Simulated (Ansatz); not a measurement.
# AlH9N2SSi: the cost of one run

Program: Ansatz 0.2.0. Level of theory: RKS LDA/def2-SVP. These are calculated values, not measurements.

**1. The structure to begin with**

Bond lengths: Al1–S2 2.638 Å, Al1–N3 1.777 Å, Al1–N4 1.774 Å, Al1–H5 1.822 Å, Al1–Si6 2.713 Å, S2–H7 1.332 Å, N3–H8 1.012 Å, N3–H9 1.013 Å, N4–H10 1.011 Å, N4–H11 1.013 Å, Si6–H12 1.467 Å, Si6–H13 1.475 Å, Si6–H14 1.468 Å. Angles (14 of 23 angles, heavy atoms first): S2–Al1–N3 109.6°, S2–Al1–N4 109.0°, S2–Al1–Si6 86.5°, N3–Al1–N4 130.8°, N3–Al1–Si6 106.3°, N4–Al1–Si6 105.3°, Al1–S2–H7 88.0°, S2–Al1–H5 43.0°, N3–Al1–H5 115.6°, N4–Al1–H5 113.4°, H5–Al1–Si6 43.5°, Al1–N3–H8 127.5°, Al1–N3–H9 124.3°, Al1–N4–H10 128.1°.

As a file:

```xyz
14

Al    0.1078    0.0604    0.7486
S    -0.7534    2.4713    0.1126
N     1.8797    0.0749    0.8812
N    -1.1224   -0.7486    1.7381
H    -0.5769    0.8852   -0.7241
Si   -0.4603   -0.6380   -1.8106
H     0.4791    2.7506   -0.3088
H     2.5327    0.6441    0.3571
H     2.4073   -0.4823    1.5419
H    -1.0109   -1.5569    2.3356
H    -2.0732   -0.4109    1.8284
H    -1.8199   -1.0991   -2.1133
H     0.3347   -1.8458   -1.5172
H     0.0756   -0.1048   -3.0695
```

**2. A restrained relaxation towards end A**

Springs on the bonds that form and break draw the guess towards this end; the thresholds are loose.

The input, input.yaml:

```yaml
crystal:
  periodic: [false, false, false]
  atoms:
    - { symbol: Al, position_ang: [0.1078, 0.0604, 0.7486] }
    - { symbol: S, position_ang: [-0.7534, 2.4713, 0.1126] }
    - { symbol: "N", position_ang: [1.8797, 0.0749, 0.8812] }
    - { symbol: "N", position_ang: [-1.1224, -0.7486, 1.7381] }
    - { symbol: H, position_ang: [-0.5769, 0.8852, -0.7241] }
    - { symbol: Si, position_ang: [-0.4603, -0.638, -1.8106] }
    - { symbol: H, position_ang: [0.4791, 2.7506, -0.3088] }
    - { symbol: H, position_ang: [2.5327, 0.6441, 0.3571] }
    - { symbol: H, position_ang: [2.4073, -0.4823, 1.5419] }
    - { symbol: H, position_ang: [-1.0109, -1.5569, 2.3356] }
    - { symbol: H, position_ang: [-2.0732, -0.4109, 1.8284] }
    - { symbol: H, position_ang: [-1.8199, -1.0991, -2.1133] }
    - { symbol: H, position_ang: [0.3347, -1.8458, -1.5172] }
    - { symbol: H, position_ang: [0.0756, -0.1048, -3.0695] }
basis:
  gaussian: { orbitals: def2-SVP }
hamiltonian:
  xc: lda
relax:
  f_tol: 0.15
  max_steps: 25
  restrain:
    - { distance: [0, 5], at: 3.62, k: 30.0 }
    - { distance: [4, 1], at: 2.66, k: 30.0 }
    - { distance: [0, 1], at: 2.26, k: 30.0 }
    - { distance: [4, 5], at: 1.42, k: 30.0 }
```

Run with:

```bash
> ansatz run input.yaml --threads 4 --pin off --max-ram 5120MiB --backend cpu --events-out ev --progress --plain --runs-dir out
```

What time and memory should one allow on 4 threads of Arm Neoverse N1, shared host?

About 34 s, with a peak of 0.18 GiB.
